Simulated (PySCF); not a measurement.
# [Bi(SH)4]+: structure and properties

Task: relax [Bi(SH)4]+, compute its harmonic modes and analyse its electrons. It is a constructed species; whether it can be made isn't addressed.

The runs use PySCF 2.14.0; B3LYP, Bi def2-SVP with ECP60, S def2-SVP, H def2-SVP; scalar-relativistic core potentials, no spin–orbit coupling.

2 further runs of the same task are left out: 2 for a known fault of the program.

### Step 1. The system as given

9 atoms, charge 1, spin multiplicity 1.

Bond lengths: Bi1–S2 2.565 Å, Bi1–S4 2.565 Å, Bi1–S6 2.565 Å, Bi1–S8 2.565 Å, S2–H3 1.341 Å, S4–H5 1.341 Å, S6–H7 1.341 Å, S8–H9 1.341 Å. Angles: S2–Bi1–S4 180.0°, S2–Bi1–S6 90.0°, S2–Bi1–S8 90.0°, S4–Bi1–S6 90.0°, S4–Bi1–S8 90.0°, S6–Bi1–S8 120.3°, Bi1–S2–H3 104.2°, Bi1–S4–H5 104.2°, Bi1–S6–H7 104.2°, Bi1–S8–H9 104.2°.

As a file:

```xyz
9

Bi    0.00000    0.00000    0.00000
S     0.00000    0.00000    2.56500
H     0.00000    1.30000    2.89500
S     0.00000    0.00000   -2.56500
H     0.00000   -1.30000   -2.89500
S     2.25100    1.22970    0.00000
H     3.16390    0.24710    0.00000
S    -2.19790    1.32230    0.00000
H    -1.81050    2.60630    0.00000
```

Formal oxidation states: Bi +5.

### Step 2. SCF at the start, singlet

run.py (the lines that set the calculation)

```python
mol = gto.M(atom='''
Bi     0.00000     0.00000     0.00000
S      0.00000     0.00000     2.56500
H      0.00000     1.30000     2.89500
S      0.00000     0.00000    -2.56500
H      0.00000    -1.30000    -2.89500
S      2.25100     1.22970     0.00000
H      3.16390     0.24710     0.00000
S     -2.19790     1.32230     0.00000
H     -1.81050     2.60630     0.00000''',
    basis={'Bi': 'def2-SVP', 'S': 'def2-SVP', 'H': 'def2-SVP'},
    ecp={'Bi': 'def2-SVP'},
    charge=1, spin=0)
mf = dft.RKS(mol, xc='B3LYP')
mf.grids.atom_grid = (50, 194)
mf = mf.density_fit()  # fitting sets: Bi def2-universal-JKFIT, S def2-universal-JKFIT, H def2-universal-JKFIT
mf.conv_tol = 1e-08; mf.max_cycle = 55
mf.kernel(dm0)  # dm0: free metal ions and neutral atoms
```

Launch:

```sh
OMP_NUM_THREADS=2 python run.py
```

The log of the run:

```text
init E= -1810.08716014097
  HOMO = -0.450401172330184  LUMO = -0.444801936396184  gap/eV = 0.15236
cycle= 1 E= -1809.04962677008  delta_E= 1.04  |g|= 0.389  |ddm|= 3.18
  HOMO = -0.352251118364507  LUMO = -0.34695564900099  gap/eV = 0.14410
cycle= 2 E= -1808.52280816719  delta_E= 0.527  |g|= 1.02  |ddm|= 2.78
  HOMO = -0.37983445797194  LUMO = -0.360231847601501  gap/eV = 0.53341
cycle= 3 E= -1809.04606661792  delta_E= -0.523  |g|= 0.391  |ddm|= 2.72
  HOMO = -0.406372492640989  LUMO = -0.387969210380542  gap/eV = 0.50078
cycle= 4 E= -1809.10315810302  delta_E= -0.0571  |g|= 0.118  |ddm|= 0.563
  HOMO = -0.406738709916573  LUMO = -0.392497603427526  gap/eV = 0.38752
cycle= 5 E= -1809.09672813909  delta_E= 0.00643  |g|= 0.178  |ddm|= 0.624
  HOMO = -0.404396656274649  LUMO = -0.390423669140607  gap/eV = 0.38022
cycle= 6 E= -1809.11036927698  delta_E= -0.0136  |g|= 0.0473  |ddm|= 0.44
  HOMO = -0.407149420672379  LUMO = -0.389702858417802  gap/eV = 0.47475
cycle= 7 E= -1809.11113725826  delta_E= -0.000768  |g|= 0.0228  |ddm|= 0.145
  HOMO = -0.407420899826414  LUMO = -0.387993550335452  gap/eV = 0.52865
cycle= 8 E= -1809.11130059407  delta_E= -0.000163  |g|= 0.0109  |ddm|= 0.038
  HOMO = -0.408110307969517  LUMO = -0.387974148958173  gap/eV = 0.54793
cycle= 9 E= -1809.11133966351  delta_E= -3.91e-05  |g|= 0.00787  |ddm|= 0.0309
  HOMO = -0.408066521833868  LUMO = -0.387670817883779  gap/eV = 0.55500
cycle= 10 E= -1809.11137401188  delta_E= -3.43e-05  |g|= 0.00418  |ddm|= 0.0254
  HOMO = -0.408028929470073  LUMO = -0.38756351804964  gap/eV = 0.55689
cycle= 11 E= -1809.11140091339  delta_E= -2.69e-05  |g|= 0.0032  |ddm|= 0.0337
  HOMO = -0.407986858376077  LUMO = -0.387549011619697  gap/eV = 0.55614
cycle= 12 E= -1809.11141796863  delta_E= -1.71e-05  |g|= 0.00304  |ddm|= 0.0202
  HOMO = -0.408119265486442  LUMO = -0.387515072916831  gap/eV = 0.56067
cycle= 13 E= -1809.11136036309  delta_E= 5.76e-05  |g|= 0.00209  |ddm|= 0.0927
  HOMO = -0.408367995943811  LUMO = -0.387492645239638  gap/eV = 0.56805
cycle= 14 E= -1809.11134116056  delta_E= 1.92e-05  |g|= 0.0015  |ddm|= 0.0696
  HOMO = -0.408469308804863  LUMO = -0.387448536451788  gap/eV = 0.57200
cycle= 15 E= -1809.11133888869  delta_E= 2.27e-06  |g|= 0.00128  |ddm|= 0.0224
  HOMO = -0.408692733501816  LUMO = -0.387483793560409  gap/eV = 0.57712
cycle= 16 E= -1809.11133898953  delta_E= -1.01e-07  |g|= 0.000536  |ddm|= 0.0358
  HOMO = -0.408616199293392  LUMO = -0.387476758401179  gap/eV = 0.57523
cycle= 17 E= -1809.11133892653  delta_E= 6.3e-08  |g|= 4.79e-05  |ddm|= 0.00904
  HOMO = -0.408602517221538  LUMO = -0.387482889560426  gap/eV = 0.57469
cycle= 18 E= -1809.11133891396  delta_E= 1.26e-08  |g|= 5.71e-05  |ddm|= 0.00325
  HOMO = -0.408597778594367  LUMO = -0.387481664762516  gap/eV = 0.57460
cycle= 19 E= -1809.11133891456  delta_E= -5.97e-10  |g|= 4.36e-05  |ddm|= 0.000304
  HOMO = -0.408607999449481  LUMO = -0.387478552400311  gap/eV = 0.57496
Extra cycle  E= -1809.11133891007  delta_E= 4.49e-09  |g|= 0.000115  |ddm|= 0.000384
converged SCF energy = -1809.11133891007
```

Wall time 3.8 s (2 threads of Intel Xeon 6975P-C (Granite Rapids), shared host); peak memory 0.62 GiB.

Result: E = -1809.111339 Eh, HOMO -11.12 eV, LUMO -10.54 eV, Mulliken charge on Bi1 +0.75 e. The gap is small, and the closed shell wasn't tested for a lower spin-broken solution.

### Step 3. Relaxation, singlet

No symmetry is imposed.

run.py (the lines that set the calculation)

```python
mol = gto.M(atom='''
Bi    -0.00898    -0.24778     0.00000
S     -0.00898    -0.24778     2.56500
H     -0.00898     1.05222     2.89500
S     -0.00898    -0.24778    -2.56500
H     -0.00898    -1.54778    -2.89500
S      2.24202     0.98192     0.00000
H      3.15492    -0.00068     0.00000
S     -2.20688     1.07452     0.00000
H     -1.81948     2.35852     0.00000''',
    basis={'Bi': 'def2-SVP', 'S': 'def2-SVP', 'H': 'def2-SVP'},
    ecp={'Bi': 'def2-SVP'},
    charge=1, spin=0)
mf = dft.RKS(mol, xc='B3LYP')
mf.grids.atom_grid = (50, 194)
mf = mf.density_fit()  # fitting sets: Bi def2-universal-JKFIT, S def2-universal-JKFIT, H def2-universal-JKFIT
mf.conv_tol = 1e-08; mf.max_cycle = 55
mf.kernel(dm0)  # dm0: an SCF of this state at this start
# quasi-Newton relaxation in Cartesian coordinates to a largest gradient under 0.00045 Eh/bohr, steps kept in the point group
```

Launch:

```sh
OMP_NUM_THREADS=2 python run.py
```

The driver keeps no SCF log for this step, only its results.

Run time: 3 min. Hardware: 2 threads of Intel Xeon 6975P-C (Granite Rapids), shared host.

Relaxation path: (not every step is listed)

| step | energy from step 1 (eV) | largest force component (eV/Å) |
| --- | --- | --- |
| 1 | 0.0000 | 1.9007 |
| 2 | -0.5843 | 1.1073 |
| 3 | -1.0216 | 0.7688 |
| 4 | -1.2717 | 0.9202 |
| 5 | -1.5282 | 0.9205 |
| 6 | -1.7691 | 0.5286 |
| 7 | -1.9351 | 0.8698 |
| 8 | -2.0563 | 0.7535 |
| 9 | -2.1489 | 0.5291 |
| 12 | -2.2534 | 0.3974 |
| 15 | -2.2729 | 0.1045 |
| 18 | -2.2842 | 0.1904 |
| 21 | -2.2900 | 0.0729 |
| 24 | -2.2944 | 0.1766 |
| 27 | -2.2994 | 0.0603 |
| 30 | -2.3019 | 0.0514 |
| 33 | -2.3036 | 0.0196 |
| 36 | -2.3046 | 0.0486 |
| 39 | -2.3061 | 0.0314 |
| 41 | -2.3066 | 0.0184 |
| 42 | -2.3067 | 0.0161 |
| 43 | -2.3068 | 0.0236 |
| 44 | -2.3069 | 0.0257 |
| 45 | -2.3070 | 0.0275 |
| 46 | -2.3071 | 0.0203 |

Close pairs (by a distance rule), those that changed most:

| bond | before (Å) | after (Å) | change (Å) |
| --- | --- | --- | --- |
| Bi1–S6 | 2.565 | 2.522 | -0.043 |
| Bi1–S8 | 2.565 | 2.523 | -0.042 |
| Bi1–S4 | 2.565 | 2.524 | -0.041 |
| Bi1–S2 | 2.565 | 2.524 | -0.041 |
| S4–H5 | 1.341 | 1.360 | +0.019 |
| S8–H9 | 1.341 | 1.360 | +0.019 |
| S6–H7 | 1.341 | 1.359 | +0.018 |
| S2–H3 | 1.341 | 1.359 | +0.017 |

It ends in C1 at E = -1809.196122 Eh.

```xyz
9

Bi    0.15066    0.35880   -0.00922
S     0.03059   -1.33551    1.85773
H    -0.50559   -0.44300    2.73064
S     0.29061   -0.96451   -2.15373
H    -0.53996   -1.93584   -1.68746
S     2.15111    1.89515    0.01715
H     2.98089    0.94199   -0.48366
S    -1.87218    1.84214    0.26370
H    -1.36045    2.81615   -0.53515
```

### Step 4. The relaxed geometry turned into its symmetry frame

run.py (the lines that set the calculation)

```python
mol = gto.M(atom='''
Bi     0.00032    -0.00003    -0.00222
S     -0.11976    -1.69434     1.86473
H     -0.65594    -0.80183     2.73764
S      0.14027    -1.32334    -2.14673
H     -0.69030    -2.29467    -1.68046
S      2.00076     1.53632     0.02415
H      2.83054     0.58316    -0.47667
S     -2.02252     1.48331     0.27070
H     -1.51080     2.45732    -0.52815''',
    basis={'Bi': 'def2-SVP', 'S': 'def2-SVP', 'H': 'def2-SVP'},
    ecp={'Bi': 'def2-SVP'},
    charge=1, spin=0)
mf = dft.RKS(mol, xc='B3LYP')
mf.grids.atom_grid = (50, 194)
mf = mf.density_fit()  # fitting sets: Bi def2-universal-JKFIT, S def2-universal-JKFIT, H def2-universal-JKFIT
mf.conv_tol = 1e-08; mf.max_cycle = 55
mf.kernel(dm0)  # dm0: free metal ions and neutral atoms
```

Launch:

```sh
OMP_NUM_THREADS=2 python run.py
```

The log of the run:

```text
init E= -1810.11573564187
  HOMO = -0.475827578521697  LUMO = -0.40419149545874  gap/eV = 1.94932
cycle= 1 E= -1809.161036384  delta_E= 0.955  |g|= 0.306  |ddm|= 3.17
  HOMO = -0.416636536034712  LUMO = -0.312538375932412  gap/eV = 2.83266
cycle= 2 E= -1809.16486784077  delta_E= -0.00383  |g|= 0.299  |ddm|= 0.819
  HOMO = -0.441661635944098  LUMO = -0.342287885783698  gap/eV = 2.70410
cycle= 3 E= -1809.19445923961  delta_E= -0.0296  |g|= 0.0707  |ddm|= 0.462
  HOMO = -0.443809441164993  LUMO = -0.341777922022366  gap/eV = 2.77642
cycle= 4 E= -1809.19603208648  delta_E= -0.00157  |g|= 0.0169  |ddm|= 0.131
  HOMO = -0.443352997331841  LUMO = -0.341277966394365  gap/eV = 2.77760
cycle= 5 E= -1809.19612170286  delta_E= -8.96e-05  |g|= 0.00121  |ddm|= 0.0241
  HOMO = -0.4434160756652  LUMO = -0.341332743138047  gap/eV = 2.77783
cycle= 6 E= -1809.19612210711  delta_E= -4.04e-07  |g|= 0.000435  |ddm|= 0.00245
  HOMO = -0.443442818641861  LUMO = -0.341334763896825  gap/eV = 2.77850
cycle= 7 E= -1809.19612215487  delta_E= -4.78e-08  |g|= 0.000227  |ddm|= 0.00091
  HOMO = -0.443433437507202  LUMO = -0.341333437308222  gap/eV = 2.77828
cycle= 8 E= -1809.19612217579  delta_E= -2.09e-08  |g|= 3.19e-05  |ddm|= 0.000438
  HOMO = -0.443432748247394  LUMO = -0.341332009492952  gap/eV = 2.77830
cycle= 9 E= -1809.1961221762  delta_E= -4.1e-10  |g|= 7.63e-06  |ddm|= 5.84e-05
  HOMO = -0.443433889005006  LUMO = -0.341332467808982  gap/eV = 2.77832
Extra cycle  E= -1809.19612217619  delta_E= 8.64e-12  |g|= 8.49e-06  |ddm|= 2.31e-05
converged SCF energy = -1809.19612217619
```

Run time: 2 s. Hardware: 2 threads of Intel Xeon 6975P-C (Granite Rapids), shared host.

It gives: E = -1809.196122 Eh, HOMO -12.07 eV, LUMO -9.29 eV, Mulliken charge on Bi1 +0.69 e. 

### Step 5. Frequencies and infrared intensities

Changes to run.py (the lines that set the calculation) since step 4:

```diff
@@ -16,3 +16,4 @@
 mf = mf.density_fit()  # fitting sets: Bi def2-universal-JKFIT, S def2-universal-JKFIT, H def2-universal-JKFIT
-mf.conv_tol = 1e-08; mf.max_cycle = 55
-mf.kernel(dm0)  # dm0: free metal ions and neutral atoms
+mf.conv_tol = 1e-10; mf.max_cycle = 55
+mf.kernel(dm0)  # dm0: the density of the relaxed state
+# Hessian and dipole derivatives by central differences of gradients, 0.02 bohr
```

Launch:

```sh
OMP_NUM_THREADS=2 python run.py
```

No log is kept here; the results follow.

Wall time 3.2 min (2 threads of Intel Xeon 6975P-C (Granite Rapids), shared host).

Point group C1; negative numbers are unstable modes, and those under 60 cm⁻¹ are near the numerical noise:

| cm⁻¹ | km/mol |
| --- | --- |
| 56 | 2.3 |
| 79 | 5.2 |
| 88 | 2.4 |
| 90 | 1.9 |
| 92 | 1.2 |
| 97 | 0.8 |
| 137 | 13.7 |
| 158 | 33.0 |
| 173 | 36.8 |
| 289 | 0.0 |
| 315 | 7.1 |
| 315 | 7.1 |
| 319 | 4.8 |
| 683 | 0.0 |
| 714 | 12.6 |
| 719 | 12.6 |
| 730 | 2.8 |
| 2635 | 26.4 |
| 2640 | 27.4 |
| 2642 | 23.1 |
| 2647 | 21.1 |

### Step 6. Charges, bond orders and levels

run.py (the lines that set the calculation)

```python
mol = gto.M(atom='''
Bi     0.15066     0.35880    -0.00922
S      0.03059    -1.33551     1.85773
H     -0.50559    -0.44300     2.73064
S      0.29061    -0.96451    -2.15373
H     -0.53996    -1.93584    -1.68746
S      2.15111     1.89515     0.01715
H      2.98089     0.94199    -0.48366
S     -1.87218     1.84214     0.26370
H     -1.36045     2.81615    -0.53515''',
    basis={'Bi': 'def2-SVP', 'S': 'def2-SVP', 'H': 'def2-SVP'},
    ecp={'Bi': 'def2-SVP'},
    charge=1, spin=0)
mf = dft.RKS(mol, xc='B3LYP')
mf.grids.atom_grid = (75, 302)
mf = mf.density_fit()  # fitting sets: Bi def2-universal-JKFIT, S def2-universal-JKFIT, H def2-universal-JKFIT
mf.conv_tol = 1e-09; mf.max_cycle = 55
mf.kernel(dm0)  # dm0: the density of the relaxed state
```

Launch:

```sh
OMP_NUM_THREADS=2 python run.py
```

The log of the run:

```text
init E= -1809.19602512703
  HOMO = -0.44343560434305  LUMO = -0.341330184139984  gap/eV = 2.77843
cycle= 1 E= -1809.1960251865  delta_E= -5.95e-08  |g|= 0.000144  |ddm|= 0.00128
  HOMO = -0.443455906515591  LUMO = -0.341343795377732  gap/eV = 2.77861
cycle= 2 E= -1809.19602517724  delta_E= 9.26e-09  |g|= 0.000208  |ddm|= 0.000561
  HOMO = -0.443446688408467  LUMO = -0.341340550525501  gap/eV = 2.77845
cycle= 3 E= -1809.19602519341  delta_E= -1.62e-08  |g|= 4.06e-05  |ddm|= 0.000396
  HOMO = -0.443445332748226  LUMO = -0.341338692474814  gap/eV = 2.77846
cycle= 4 E= -1809.19602519405  delta_E= -6.43e-10  |g|= 4.6e-06  |ddm|= 7.12e-05
  HOMO = -0.443446051829727  LUMO = -0.341339117943043  gap/eV = 2.77847
Extra cycle  E= -1809.19602519405  delta_E= -4.55e-13  |g|= 6.42e-06  |ddm|= 1.77e-05
converged SCF energy = -1809.19602519405
```

It took 17 s on 2 threads of Intel Xeon 6975P-C (Granite Rapids), shared host.

Read off: E = -1809.196025 Eh, HOMO -12.07 eV, LUMO -9.29 eV, Mulliken charge on Bi1 +0.69 e, largest force component 0.019 eV/Å. 

Löwdin charges:

| atom | value (e) |
| --- | --- |
| Bi1 | 0.42 |
| S2 | 0.12 |
| H3 | 0.02 |
| S4 | 0.13 |
| H5 | 0.02 |
| S6 | 0.13 |
| H7 | 0.02 |
| S8 | 0.12 |
| H9 | 0.02 |

Mulliken charges: Bi1 +0.69, S2 -0.06, H3 +0.13, S4 -0.06, H5 +0.13, S6 -0.06, H7 +0.13, S8 -0.06, H9 +0.13 e.

Contacts (the nearest donor of each ligand) and Mayer bond orders:

| contact | distance (Å) | bond order |
| --- | --- | --- |
| Bi1–S2 (SH) | 2.524 | 0.97 |
| Bi1–S4 (SH) | 2.524 | 0.97 |
| Bi1–S6 (SH) | 2.522 | 0.97 |
| Bi1–S8 (SH) | 2.523 | 0.97 |

Mulliken populations of Bi1 outside the core potential: s 3.68, p 8.34, d 10.29.

Orbitals, density, ELF and potential are computed afterwards from the orbital file.

Frontier orbitals at B3LYP, with the share of their density that lies nearest to each atom:

| orbital | energy (eV) | lies on |
| --- | --- | --- |
| HOMO | -12.07 | S2, S6 about 41 % each |
| LUMO | -9.29 | 4 S atoms about 19 % each; Bi1 15 % |

ELF in a plane through or near 4 of the atoms.

Ten even steps from ' ' (0.00) to '@' (1.00):
```
                                                        
                                                        
                                                        
                      ++####++::..::----..              
                    --@@@@@@@@##**####**==::            
                    ::@@@@@@@@##====%%%%**==..          
                      --**%%%%==++**++@@##==..          
                        ..--++**====##%%++--            
                        ..--==**##%%##++--..            
                      ..::--------::::..                
                ::::--==------::..                      
            ::--**####%%##==--..                        
          ..--++%%**::--==++::..                        
          ..==##%%**++**--%%%%**--                      
          ..==**%%%%****%%@@@@@@%%..                    
            ::==**##**++##@@@@@@%%..                    
              ..::--::..::++**++--                      
                                                        
                                                        
                                                        
```
The map spans 10.2 Å across and 10.2 Å up, centred on the molecule. Atoms in the plane (x, y in Å): S2 (-1.1, -1.8), H3 (0.0, -2.4), S6 (1.1, 1.9), H7 (-0.1, 2.5).

log10 of the density (e/Å³) in the same plane.

Ten even steps from '0' (-4.0) to '9' (1.6):
```
0000000000000000000000000000
0000000000000011111000000000
0000000000012222222210000000
0000000000233444444432100000
0000000001345666665543200000
0000000012356777776654310000
0000000112345677997654310000
0000001122344567776654310000
0000001123345556666543200000
0000001233455555554432100000
0000013344555555543321000000
0000124456666655433221000000
0000134567887654432221000000
0000134567997665432210000000
0000134566777765432100000000
0000123455666665421000000000
0000012334444443310000000000
0000000122222221100000000000
0000000000000000000000000000
0000000000000000000000000000
```
The map spans 10.2 Å across and 10.2 Å up, centred on the molecule. Atoms in the plane (x, y in Å): S2 (-1.1, -1.8), H3 (0.0, -2.4), S6 (1.1, 1.9), H7 (-0.1, 2.5).

On the surface of density 0.002 e/bohr³ the electrostatic potential runs, from the 1st to the 99th percentile, from 3.16 V near S8 to 6.19 V near Bi1.

### Step 7. What came out

```
                                              quantity                            value
                                 state and point group                      singlet, C1
                                                 modes   56 to 2647 cm⁻¹, none unstable
strongest infrared band (modes within 1.5 cm⁻¹ summed)             173 cm⁻¹ (37 km/mol)
                                     zero-point energy                         0.968 eV
                               ideal gas, 298 K, 1 bar  S = 465.8, Cp = 147.5 J/(mol K)
                                 metal–ligand contacts                           2.52 Å
                                       frontier levels    HOMO -12.07 eV, LUMO -9.29 eV
                       dipole about the centre of mass                           0.04 D
                                   mean polarisability                          18.0 Å³
```

In words: All modes are real within the noise of the softest ones, so the structure is a minimum. The metal carries +0.42 e by Löwdin's partition against a formal +5, and bond orders to the nearest donors reach 0.97. Both measures hang on the basis. One start shape was tried, so another isomer may lie lower. The bases are small and lack diffuse functions. Spin–orbit coupling is left out.
